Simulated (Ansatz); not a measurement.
Write a Python script for Ansatz 0.2.0 through its Python package that makes a Hubbard U by linear response of CoO, space group Fm-3m. Use: PBE, PAW, cutoff 470 eV, 9×9×9 k-points, Fermi-Dirac smearing of 0.1 eV, collinear spin.

```
Co O
1.0
     0.00000    2.13150    2.13150
     2.13150    0.00000    2.13150
     2.13150    2.13150    0.00000
Co O
1 1
Direct
  0.00000 0.00000 0.00000
  0.50000 0.50000 0.50000
```

`coo_lr_u.py`:
```python
import ansatz as az


def main() -> None:
    system = (
        az.Lattice.fcc(4.263)
        .space_group(225)
        .atom("Co", (0.0, 0.0, 0.0))
        .atom("O", (0.5, 0.0, 0.0))
        .primitive()
        .moments(Co=1.8)
    )

    model = (
        system.calculation()
        .functional("pbe")
        .basis(470)
        .kpoints(9, 9, 9)
        .occupations("fermi_dirac")
        .spin("collinear")
        .hubbard("Co", "d", u_eff="linear-response")
        .band_table()
    )
    found = []


    def keep(event):
        if event["event"] == "lr_u_result":
            found.append(event["data"])


    result = model.session().plan().execute(on_event=keep)
    rep = result.report
    for orbit in found[-1]["orbits"]:
        print(f"sites {orbit['sites']}: n0 = {orbit['n0']:.3f}, chi0 = {orbit['chi0_per_ev']:.4f}/eV, chi = {orbit['chi_per_ev']:.4f}/eV, U = {orbit['u_ev']:.2f} eV")
    print("cycles:", found[-1]["n_cycles"], " band edges:", rep.get("band_edges_ev"))
    print("site moments (muB):", [round(m, 2) for m in rep["site_moments_mub"]])
    print("electrons up, down:", [round(n, 3) for n in rep["spin_occupation_sums"]])


if __name__ == "__main__":
    main()
```

```console
$ python coo_lr_u.py
RunWarning: this result is not held to the crystal's symmetry: a search behind the close, the SCF from the whole filling of its shells under DFT+U, one down a way that the close's least curvature [...]
sites [0]: n0 = 7.407, chi0 = -0.1910/eV, chi = -0.1110/eV, U = 3.78 eV
cycles: 1  band edges: None
site moments (muB): [2.61, 0.22]
electrons up, down: [13.0, 10.0]
```
(Warnings from the package without file and line, shortened.)

Other magnetic orders than the one started from may lie lower. With one magnetic atom the cell can hold only ferromagnetic order. The starting cell is as deposited in a crystallographic database; the results hold for this polymorph, which needn't be the stable one. Gaps and levels are Kohn-Sham values on a finite set of k-points. The computed U depends on the projectors, on the cell (the perturbed atoms see their images) and on the spin treatment typed in the script; a run with no .spin step is spin-unpolarised. Wall time of the script: 56 s on 1 thread of Arm Neoverse V2, with other jobs on the host, peak memory 0.74 GiB.

(Lines on the test bed's own set-up are left out of the output.)
